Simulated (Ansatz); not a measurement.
# BN: the cost of one run

All numbers are computed with Ansatz 0.2.0, driven from Python. The levels of theory stand in the script.

The COD entry's cell or inner coordinates are ideal or old and differ from later refinements, so a difference from it is no clean test against experiment.

### 1 Starting point

Symmetry: P6_3/mmc, No. 194, hexagonal system. The conventional cell has a = 2.498 Å, b = 2.498 Å, c = 6.636 Å, α = 90.00°, β = 90.00°, γ = 120.00°. B (site symmetry -6m2) is surrounded by 3 N at 1.44 Å. Around N (site symmetry -6m2) lie 3 B at 1.44 Å.

The script holds or builds the structure itself.

### 2 The script

Contents of lattice_bn.py:

```python
import ansatz as az
import numpy as np

def edges_and_angles(cell):
    cell = np.asarray(cell)
    a, b, c = np.linalg.norm(cell, axis=1)
    cosines = cell[1] @ cell[2] / (b * c), cell[0] @ cell[2] / (a * c), cell[0] @ cell[1] / (a * b)
    return (a, b, c, *np.degrees(np.arccos(cosines)))

cell = (
    az.Lattice.from_parameters(2.49824, 2.49824, 6.6357, alpha=90, beta=90, gamma=120)
    .space_group(194)
    .atom("B", (1 / 3, 2 / 3, 0.25))
    .atom("N", (1 / 3, 2 / 3, 0.75))
)

base = cell.calculation()
base = base.basis(260, xc_grid=2)
base = base.accuracy("medium")
base = base.kpoints(12, 12, 4)
base = base.occupations("Fermi-Dirac")
base = base.scf(tolerance=1e-06)
base = base.relax(cell=True, force_tolerance=0.001)

levels = [("pbe", "d4"), ("pbe", "d3bj"), ("lda", "none")]
print("level            a       b       c    alpha   beta  gamma  V/atom  steps")
for name, dispersion in levels:
    seen = []
    run = base.functional(name, dispersion=dispersion).session().plan()
    outcome = run.execute(on_event=lambda e: seen.append(e) if e["event"] == "relax_step" else None)
    cell = outcome.lattice.cell_ang
    label = name if dispersion == "none" else f"{name}+{dispersion}"
    print("{:13s} {:7.4f} {:7.4f} {:7.4f} {:6.2f} {:6.2f} {:6.2f}".format(label, *edges_and_angles(cell)), f"{abs(np.linalg.det(cell)) / len(outcome.lattice.sites):7.3f} {len(seen):5d}")
```

### 3 What the engine is handed

The engine receives this input (first run):

```yaml
crystal:
  lattice:
    a: 2.49824
    b: 2.49824
    c: 6.6357
    alpha: 90.0
    beta: 90.0
    gamma: 120.0
  space_group: 194
  atoms:
    - { symbol: B, position: [0.3333333333333333, 0.6666666666666666, 0.25] }
    - { symbol: "N", position: [0.3333333333333333, 0.6666666666666666, 0.75] }
accuracy: medium
basis:
  ecutwfc: 260.0
  xc_grid: 2
kpoints:
  mp_grid:
    grid: [12, 12, 4]
hamiltonian:
  xc: pbe
  dispersion: d4
scf:
  convergence:
    dr2_threshold: 1.0e-06
  occupations:
    method: fermi_dirac
relax:
  f_tol: 0.001
  cell: {}
```

### 4 Running it

Launch:

```
> python lattice_bn.py
```

Q: Estimate wall time and peak memory on 1 thread of AMD EPYC 9R14 (Zen 4), shared host.

About 55 s, with a peak of 0.39 GiB.
